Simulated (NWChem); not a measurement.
**One shape, several levels: CH5GaS (SMILES [CH3][GaH][SH])**

Wanted: a comparison of 5 runs (HF/STO-3G, HF/3-21G, B3LYP/6-31G*, TPSSh/6-31G*) of CH5GaS. 

The results are computed with NWChem 7.3.0.

## 1. Starting point

The species is CH5GaS (8 atoms), meant as a singlet with charge 0. As SMILES, `[CH3][GaH][SH]`. The coordinates come from a PBE0-D4/def2-TZVP relaxation. This is one conformer, not always the lowest.

Bond lengths: C1–Ga2 1.960 Å, Ga2–S3 2.208 Å, C1–H4 1.093 Å, C1–H5 1.090 Å, C1–H6 1.093 Å, Ga2–H7 1.564 Å, S3–H8 1.343 Å. Angles: C1–Ga2–S3 119.9°, C1–Ga2–H7 126.4°, S3–Ga2–H7 113.7°, Ga2–C1–H4 110.0°, Ga2–C1–H5 112.0°, Ga2–C1–H6 109.8°, Ga2–S3–H8 95.1°, H4–C1–H5 108.8°, H4–C1–H6 107.4°, H5–C1–H6 108.7°.

## 2. Energy and gradient at HF/STO-3G (run 1)

File run.py:

```python
from ase import Atoms
from ase.calculators.nwchem import NWChem

mol = Atoms(['C', 'Ga', 'S', 'H', 'H', 'H', 'H', 'H'], positions=[
    [-0.822600, 0.630300, -0.510700],
    [0.973600, 0.037600, 0.003700],
    [1.217500, -1.725900, 1.309100],
    [-0.967200, 1.675400, -0.226100],
    [-1.600900, 0.027200, -0.042900],
    [-0.936300, 0.569300, -1.596000],
    [2.326300, 0.695600, -0.424400],
    [-0.098200, -1.966600, 1.431400],
])

calc = NWChem(
    label='test',
    theory='scf',
    memory='2200 mb',
    basis='STO-3G',
    basispar='spherical bse',
    scf={'nopen': '0', 'rhf': None, 'thresh': '1e-08', 'maxiter': '80'},
)
mol.calc = calc

forces = mol.get_forces()
print(f"energy = {mol.get_potential_energy():.6f} eV")
print("forces (eV/A):")
for s, f in zip(mol.symbols, forces):
    print(f"{s:2s} {f[0]:10.5f} {f[1]:10.5f} {f[2]:10.5f}")
print("dipole (e A):", mol.get_dipole_moment().round(4))
```

Launch:

```console
$ export ASE_NWCHEM_COMMAND="nwchem PREFIX.nwi > PREFIX.nwo"
$ python run.py
```

Output:

```text
energy = -63522.244034 eV
forces (eV/A):
C     2.10758   -0.69044    0.59398
Ga    0.90287    0.40407   -0.26770
S    -0.86538    1.72984   -1.30730
H    -0.09210   -0.45802   -0.13370
H     0.12372    0.34376   -0.27089
H    -0.10099    0.03281    0.46979
H    -2.60617   -1.34942    0.88420
H     0.53042   -0.01265    0.03157
dipole (e A): [-0.1766  0.0504 -0.0454]
```

The calculator wrote test.nwi:

```
title "test"

permanent_dir test

scratch_dir test

start test

geometry units angstrom nocenter noautosym noautoz
  C  -8.2260000000000000e-01 6.3029999999999997e-01 -5.1070000000000004e-01
  Ga 9.7360000000000002e-01 3.7600000000000001e-02 3.7000000000000002e-03
  S  1.2175000000000000e+00 -1.7259000000000000e+00 1.3090999999999999e+00
  H  -9.6719999999999995e-01 1.6754000000000000e+00 -2.2610000000000000e-01
  H  -1.6009000000000000e+00 2.7199999999999998e-02 -4.2900000000000001e-02
  H  -9.3630000000000002e-01 5.6930000000000003e-01 -1.5960000000000001e+00
  H  2.3262999999999998e+00 6.9560000000000000e-01 -4.2440000000000000e-01
  H  -9.8199999999999996e-02 -1.9665999999999999e+00 1.4314000000000000e+00
end

memory 2200 mb

basis spherical bse noprint
   * library STO-3G
end

scf
  nopen 0
  rhf
  thresh 1e-08
  maxiter 80
end

task scf gradient
```

test.nwo:

```text
Northwest Computational Chemistry Package (NWChem) 7.3.0
             --------------------------------------------------------

           Job information
           ---------------

    nwchem branch   = 7.3.0
    use scalapack   = T
    input           = test.nwi
    prefix          = test.
    data base       = test/test.db
    status          = startup
    nproc           =        1

           Memory information
           ------------------

    heap     =     72089594 doubles =      550.0 Mbytes
    stack    =     72089599 doubles =      550.0 Mbytes
    global   =    144179200 doubles =     1100.0 Mbytes (distinct from heap & stack)
    total    =    288358393 doubles =     2200.0 Mbytes
    verify   = yes
    hardfail = no

[... 136 lines left out ...]
 Convergence threshold     :          1.000E-08
[... 13 lines left out ...]
       Final RHF  results
[... 3 lines left out ...]
      One-electron energy =  -3763.881271692886
[... 1 line left out ...]
 Nuclear repulsion energy =    246.889954650493
[... 45 lines left out ...]
                       ROHF Final Molecular Orbital Analysis
[... 223 lines left out ...]
                         RHF ENERGY GRADIENTS

    atom               coordinates                        gradient
                 x          y          z           x          y          z
   1 C      -1.554489   1.191094  -0.965083   -0.040986   0.013427  -0.011551
   2 Ga      1.839837   0.071054   0.006992   -0.017558  -0.007858   0.005206
   3 S       2.300741  -3.261478   2.473840    0.016829  -0.033640   0.025423
[... 4 lines of this table left out ...]
   8 H      -0.185571  -3.716335   2.704954   -0.010315   0.000246  -0.000614

                 ----------------------------------------
                 |  Time  |  1-e(secs)   |  2-e(secs)   |
                 ----------------------------------------
                 |  CPU   |       0.01   |       2.19   |
                 ----------------------------------------
                 |  WALL  |       0.01   |       2.19   |
                 ----------------------------------------

 Task  times  cpu:       13.9s     wall:       13.9s
 Total times  cpu:       13.9s     wall:       13.9s
```

Wall time 16 s (1 thread of AMD EPYC 7R43 (Zen 3), shared host); peak memory 0.096 GiB.

## 3. Energy and forces at HF/3-21G (run 2)

File ch5gas.nw:

```
start ch5gas
title "CH5GaS"
memory total 2200 mb
geometry noautosym nocenter noautoz
  C    -0.822600    0.630300   -0.510700
  Ga    0.973600    0.037600    0.003700
  S     1.217500   -1.725900    1.309100
  H    -0.967200    1.675400   -0.226100
  H    -1.600900    0.027200   -0.042900
  H    -0.936300    0.569300   -1.596000
  H     2.326300    0.695600   -0.424400
  H    -0.098200   -1.966600    1.431400
end
basis spherical bse
  * library 3-21G
end
scf
  singlet
  rhf
  thresh 1e-08
  maxiter 80
  noprint "final vectors analysis"
end
task scf gradient
```

Launch:

```console
$ nwchem ch5gas.nw > ch5gas.out
```

Output:

```text
[...]
  functions       =    54
[...]
  wavefunction    = RHF
[...]
         Total SCF energy =  -2349.994440493348
      One-electron energy =  -3768.033407425980
      Two-electron energy =   1171.149012282139
 Nuclear repulsion energy =    246.889954650494
        Time for solution =      5.2s
[...]
                         RHF ENERGY GRADIENTS
    atom               coordinates                        gradient
                 x          y          z           x          y          z
   1 C      -1.554489   1.191094  -0.965083    0.000209  -0.000073   0.000185
   2 Ga      1.839837   0.071054   0.006992   -0.001504  -0.021940   0.015969
   3 S       2.300741  -3.261478   2.473840   -0.002113   0.016698  -0.012335
   4 H      -1.827743   3.166047  -0.427267    0.001149   0.004637   0.001398
   5 H      -3.025262   0.051401  -0.081069   -0.001570  -0.004015   0.003138
   6 H      -1.769350   1.075821  -3.016003    0.001412  -0.000417  -0.004685
   7 H       4.396070   1.314493  -0.802000   -0.001696  -0.001535   0.001046
   8 H      -0.185571  -3.716335   2.704954    0.004113   0.006645  -0.004716
[...]
```

Wall time 8.7 s (1 thread of AMD EPYC 7R43 (Zen 3), shared host); peak memory 0.096 GiB.

## 4. Energy and gradient at B3LYP/6-31G(d) (spherical functions) (run 3)

File job.xyz:

```xyz
8

C     -0.822600     0.630300    -0.510700
Ga     0.973600     0.037600     0.003700
S      1.217500    -1.725900     1.309100
H     -0.967200     1.675400    -0.226100
H     -1.600900     0.027200    -0.042900
H     -0.936300     0.569300    -1.596000
H      2.326300     0.695600    -0.424400
H     -0.098200    -1.966600     1.431400
```

File run.py:

```python
from ase.io import read
from ase.calculators.nwchem import NWChem

mol = read('job.xyz')

calc = NWChem(
    label='job',
    theory='dft',
    memory='2200 mb',
    basis='6-31G*',
    basispar='spherical bse',
    dft={'xc': 'b3lyp', 'mult': '1', 'grid': 'xfine', 'convergence': 'energy 1e-08', 'iterations': '100', 'mulliken': None},
)
mol.calc = calc

forces = mol.get_forces()
e = mol.get_potential_energy()
print(f"E = {e:.6f} eV")
print("forces (eV/A):")
for s, f in zip(mol.symbols, forces):
    print(f"{s:2s} {f[0]:10.5f} {f[1]:10.5f} {f[2]:10.5f}")
print("dipole (e A):", mol.get_dipole_moment().round(4))
```

Launch:

```console
$ export ASE_NWCHEM_COMMAND="nwchem PREFIX.nwi > PREFIX.nwo"
$ python run.py
```

Output:

```text
E = -64326.599829 eV
forces (eV/A):
C    -0.15586    0.05605   -0.04479
Ga    0.06140    0.17201   -0.12532
S     0.26621   -0.23474    0.18363
H    -0.00201    0.09683    0.04273
H    -0.08922   -0.05543    0.04258
H     0.00134   -0.02103   -0.10634
H     0.13745    0.04736   -0.02869
H    -0.21932   -0.06104    0.03620
dipole (e A): [-0.3727  0.2185 -0.1767]
```

The calculator wrote job.nwi:

```
title "job"

permanent_dir job

scratch_dir job

start job

geometry units angstrom nocenter noautosym noautoz
  C  -8.2260000000000000e-01 6.3029999999999997e-01 -5.1070000000000004e-01
  Ga 9.7360000000000002e-01 3.7600000000000001e-02 3.7000000000000002e-03
  S  1.2175000000000000e+00 -1.7259000000000000e+00 1.3090999999999999e+00
  H  -9.6719999999999995e-01 1.6754000000000000e+00 -2.2610000000000000e-01
  H  -1.6009000000000000e+00 2.7199999999999998e-02 -4.2900000000000001e-02
  H  -9.3630000000000002e-01 5.6930000000000003e-01 -1.5960000000000001e+00
  H  2.3262999999999998e+00 6.9560000000000000e-01 -4.2440000000000000e-01
  H  -9.8199999999999996e-02 -1.9665999999999999e+00 1.4314000000000000e+00
end

memory 2200 mb

basis spherical bse noprint
   * library 6-31G*
end

dft
  xc b3lyp
  mult 1
  grid xfine
  convergence energy 1e-08
  iterations 100
  mulliken
end

task dft gradient
```

job.nwo:

```text
Northwest Computational Chemistry Package (NWChem) 7.3.0
             --------------------------------------------------------

           Job information
           ---------------

    nwchem branch   = 7.3.0
    use scalapack   = T
    input           = job.nwi
    prefix          = job.
    data base       = job/job.db
    status          = startup
    nproc           =        1

           Memory information
           ------------------

    heap     =     72089594 doubles =      550.0 Mbytes
    stack    =     72089599 doubles =      550.0 Mbytes
    global   =    144179200 doubles =     1100.0 Mbytes (distinct from heap & stack)
    total    =    288358393 doubles =     2200.0 Mbytes
    verify   = yes
    hardfail = no

[... 107 lines left out ...]
  convergence criterion.
[... 41 lines left out ...]
          Spatial weights used:  Erf1
[... 75 lines left out ...]
         Total DFT energy =    -2363.958960837139
[... 3 lines left out ...]
 Nuclear repulsion energy =      246.889954650493
[... 593 lines left out ...]
          Convergence on gradient requested:  5.00D-04
[... 28 lines left out ...]
          total energy or number of iterations.
[... 26 lines left out ...]
                         DFT ENERGY GRADIENTS

    atom               coordinates                        gradient
                 x          y          z           x          y          z
   1 C      -1.554489   1.191094  -0.965083    0.003031  -0.001090   0.000871
   2 Ga      1.839837   0.071054   0.006992   -0.001194  -0.003345   0.002437
   3 S       2.300741  -3.261478   2.473840   -0.005177   0.004565  -0.003571
[... 4 lines of this table left out ...]
   8 H      -0.185571  -3.716335   2.704954    0.004265   0.001187  -0.000704

                 ----------------------------------------
                 |  Time  |  1-e(secs)   |  2-e(secs)   |
                 ----------------------------------------
                 |  CPU   |       0.01   |      13.55   |
                 ----------------------------------------
                 |  WALL  |       0.01   |      13.55   |
                 ----------------------------------------

 Task  times  cpu:       59.6s     wall:       59.6s
 Total times  cpu:       59.7s     wall:       59.7s
```

Run time: 62 s. Hardware: 1 thread of AMD EPYC 7R43 (Zen 3), shared host; peak memory 0.14 GiB.

Run 4 isn't shown in full; the table further down has it.

## 5. Energy and gradient at B3LYP/6-31G(d) (Cartesian functions) (run 5)

File run.py:

```python
from ase import Atoms
from ase.calculators.nwchem import NWChem

molecule = Atoms('CGaSHHHHH', positions=[
    [-0.822600, 0.630300, -0.510700],
    [0.973600, 0.037600, 0.003700],
    [1.217500, -1.725900, 1.309100],
    [-0.967200, 1.675400, -0.226100],
    [-1.600900, 0.027200, -0.042900],
    [-0.936300, 0.569300, -1.596000],
    [2.326300, 0.695600, -0.424400],
    [-0.098200, -1.966600, 1.431400],
])

calc = NWChem(
    label='job',
    theory='dft',
    memory='2200 mb',
    basis='6-31G*',
    dft={'xc': 'b3lyp', 'mult': '1', 'grid': 'xfine', 'convergence': 'energy 1e-08', 'iterations': '100', 'mulliken': None},
)
molecule.calc = calc

forces = molecule.get_forces()
print("Total energy (eV):", round(molecule.get_potential_energy(), 6))
print("forces (eV/A):")
for s, f in zip(molecule.symbols, forces):
    print(f"{s:2s} {f[0]:10.5f} {f[1]:10.5f} {f[2]:10.5f}")
print("dipole (e A):", molecule.get_dipole_moment().round(4))
```

Launch:

```console
$ export ASE_NWCHEM_COMMAND="nwchem PREFIX.nwi > PREFIX.nwo"
$ python run.py
```

Output:

```text
Total energy (eV): -64326.829006
forces (eV/A):
C    -0.11457    0.04314   -0.03368
Ga    0.09102    0.18538   -0.13385
S     0.25942   -0.22194    0.17391
H    -0.00946    0.09621    0.03939
H    -0.09364   -0.04957    0.03790
H    -0.00632   -0.01795   -0.10521
H     0.09153    0.02977   -0.01764
H    -0.21793   -0.06505    0.03918
dipole (e A): [-0.3724  0.2182 -0.1764]
```

The calculator wrote job.nwi:

```
title "job"

permanent_dir job

scratch_dir job

start job

geometry units angstrom nocenter noautosym noautoz
  C  -8.2260000000000000e-01 6.3029999999999997e-01 -5.1070000000000004e-01
  Ga 9.7360000000000002e-01 3.7600000000000001e-02 3.7000000000000002e-03
  S  1.2175000000000000e+00 -1.7259000000000000e+00 1.3090999999999999e+00
  H  -9.6719999999999995e-01 1.6754000000000000e+00 -2.2610000000000000e-01
  H  -1.6009000000000000e+00 2.7199999999999998e-02 -4.2900000000000001e-02
  H  -9.3630000000000002e-01 5.6930000000000003e-01 -1.5960000000000001e+00
  H  2.3262999999999998e+00 6.9560000000000000e-01 -4.2440000000000000e-01
  H  -9.8199999999999996e-02 -1.9665999999999999e+00 1.4314000000000000e+00
end

memory 2200 mb

basis noprint
   * library 6-31G*
end

dft
  xc b3lyp
  mult 1
  grid xfine
  convergence energy 1e-08
  iterations 100
  mulliken
end

task dft gradient
```

job.nwo:

```text
Northwest Computational Chemistry Package (NWChem) 7.3.0
             --------------------------------------------------------

           Job information
           ---------------

    nwchem branch   = 7.3.0
    use scalapack   = T
    input           = job.nwi
    prefix          = job.
    data base       = job/job.db
    status          = startup
    nproc           =        1

           Memory information
           ------------------

    heap     =     72089594 doubles =      550.0 Mbytes
    stack    =     72089599 doubles =      550.0 Mbytes
    global   =    144179200 doubles =     1100.0 Mbytes (distinct from heap & stack)
    total    =    288358393 doubles =     2200.0 Mbytes
    verify   = yes
    hardfail = no

[... 107 lines left out ...]
  convergence criterion.
[... 41 lines left out ...]
          Spatial weights used:  Erf1
[... 75 lines left out ...]
         Total DFT energy =    -2363.967382944463
[... 3 lines left out ...]
 Nuclear repulsion energy =      246.889954650493
[... 624 lines left out ...]
          Convergence on gradient requested:  5.00D-04
[... 28 lines left out ...]
          total energy or number of iterations.
[... 26 lines left out ...]
                         DFT ENERGY GRADIENTS

    atom               coordinates                        gradient
                 x          y          z           x          y          z
   1 C      -1.554489   1.191094  -0.965083    0.002228  -0.000839   0.000655
   2 Ga      1.839837   0.071054   0.006992   -0.001770  -0.003605   0.002603
   3 S       2.300741  -3.261478   2.473840   -0.005045   0.004316  -0.003382
[... 4 lines of this table left out ...]
   8 H      -0.185571  -3.716335   2.704954    0.004238   0.001265  -0.000762

                 ----------------------------------------
                 |  Time  |  1-e(secs)   |  2-e(secs)   |
                 ----------------------------------------
                 |  CPU   |       0.01   |      13.61   |
                 ----------------------------------------
                 |  WALL  |       0.01   |      13.61   |
                 ----------------------------------------

 Task  times  cpu:       55.1s     wall:       55.1s
 Total times  cpu:       55.2s     wall:       55.2s
```

Run time: 57 s. Hardware: 1 thread of AMD EPYC 7R43 (Zen 3), shared host; peak memory 0.14 GiB.

## 6. Overview of the runs

```csv
run,level,iteration cap,module,energy (Eh),dipole moment (D),HOMO energy (eV),LUMO energy (eV),wall time
1,HF/STO-3G,80,scf,-2334.399430,0.91,-6.88,5.22,16 s
2,HF/3-21G,80,scf,-2349.994440,3.15,–,–,8.7 s
3,B3LYP/6-31G* (spherical functions),100,dft,-2363.958961,2.24,-7.15,-1.24,62 s
4,TPSSh/6-31G* (spherical functions),100,dft,-2363.894816,2.28,-6.82,-1.36,68 s
5,B3LYP/6-31G* (Cartesian functions),100,dft,-2363.967383,2.24,-7.16,-1.24,57 s
```

## 7. Outcome

| quantity | value |
| --- | --- |
| run 5: total energy | -2363.96738 Eh |
| run 5: dipole moment | 2.24 D |
| run 5: HOMO energy | -7.16 eV |
| run 5: LUMO energy | -1.24 eV |
| run 5: HOMO–LUMO gap | 5.92 eV |
| run 5: largest force on an atom | 0.383 eV/Å |

In words: The dipole moment (its size) runs from 0.91 D (HF/STO-3G) to 3.15 D (HF/3-21G). Over runs 1, 3, 4, 5 the HOMO–LUMO gap runs from 5.45 eV (TPSSh/6-31G*) to 12.10 eV (HF/STO-3G). The two ends differ in method and basis. Totals of different functionals can't be ranked against each other. In run 1 the basis is minimal, so the values are rough. All runs together took 3.5 min, the longest 68 s.
